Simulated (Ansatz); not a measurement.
# H4OSn: the cost of one run

The runs use Ansatz 0.2.0, Gaussian basis; PBE0-D4/def2-TZVP structures, single points in def2-TZVPP, no counterpoise correction.

Levels: SPW92, PBE-D4, BLYP-D4, r2SCAN-D4, B97M-V, PBE0-D4, B3LYP-D4, r2SCAN0-D4, BHLYP-D4, CAM-B3LYP-D4, wB97X-V, wB97M-V, B2PLYP, PBE-QIDH, RPA on PBE, Hartree-Fock, MP2, CCSD, CCSD(T).

Cores are frozen in the correlated methods. Filled d shells of the heavier atoms are correlated. Core potentials replace the inner electrons past krypton, and spin-orbit coupling is left out. B3LYP uses VWN-RPA correlation. B2PLYP carries no dispersion term here.

88 further runs of the same task are left out: 88 set aside as unsound or not needed. Runs told in other sessions of the task aren't counted.

**1. Where the work starts**

The complex: 8 atoms, charge 0, spin multiplicity 1.

Atoms are counted from 1 here; the program's logs count them from 0.

Bond lengths: Sn1–H3 1.692 Å, Sn1–H4 1.701 Å, Sn1–H5 1.703 Å, Sn1–O7 2.001 Å, Br2–H6 1.485 Å, O7–H8 0.961 Å. Angles: H3–Sn1–H4 114.6°, H3–Sn1–H5 114.2°, H3–Sn1–O7 102.2°, H4–Sn1–H5 112.4°, H4–Sn1–O7 106.9°, H5–Sn1–O7 105.3°, Sn1–O7–H8 114.9°.

Coordinates:

```
atom    x (Å)    y (Å)    z (Å)
 Sn1  -1.0336  -0.5058  -0.3093
 Br2   3.0881   0.0509   0.0345
  H3  -0.4711  -0.8152  -1.8749
  H4  -0.8093  -1.7855   0.7890
  H5  -2.6119   0.1317  -0.2476
  H6   1.7131   0.5931   0.1781
  O7   0.1629   0.9855   0.2811
  H8  -0.0383   1.3452   1.1490
```

Its parts: SnH₄O holds atoms 1, 3, 4, 5, 7, 8; HBr holds atoms 2, 6. Each part counts its atoms afresh in its own runs.

**2. Relaxing SnH₄O alone**

File relax-a/in.yaml:

```yaml
crystal:
  periodic: [false, false, false]
  atoms:
    - {symbol: Sn, position_ang: [-1.033553, -0.505802, -0.309298]}
    - {symbol: H, position_ang: [-0.471100, -0.815205, -1.874889]}
    - {symbol: H, position_ang: [-0.809290, -1.785547, 0.789016]}
    - {symbol: H, position_ang: [-2.611891, 0.131709, -0.247593]}
    - {symbol: O, position_ang: [0.162853, 0.985486, 0.281117]}
    - {symbol: H, position_ang: [-0.038280, 1.345249, 1.149025]}
basis:
  gaussian: {orbitals: def2-TZVP}
hamiltonian: {xc: pbe0, dispersion: d4}
relax: {f_tol: 0.005, max_steps: 200}
```

Launch:

```sh
ansatz run in.yaml --threads 4 --pin off --events-out ev --progress --plain --max-ram 9574MiB
```

**Question.** How long does this run take on 4 threads of Arm Neoverse V1, shared host?

About 7.5 s.
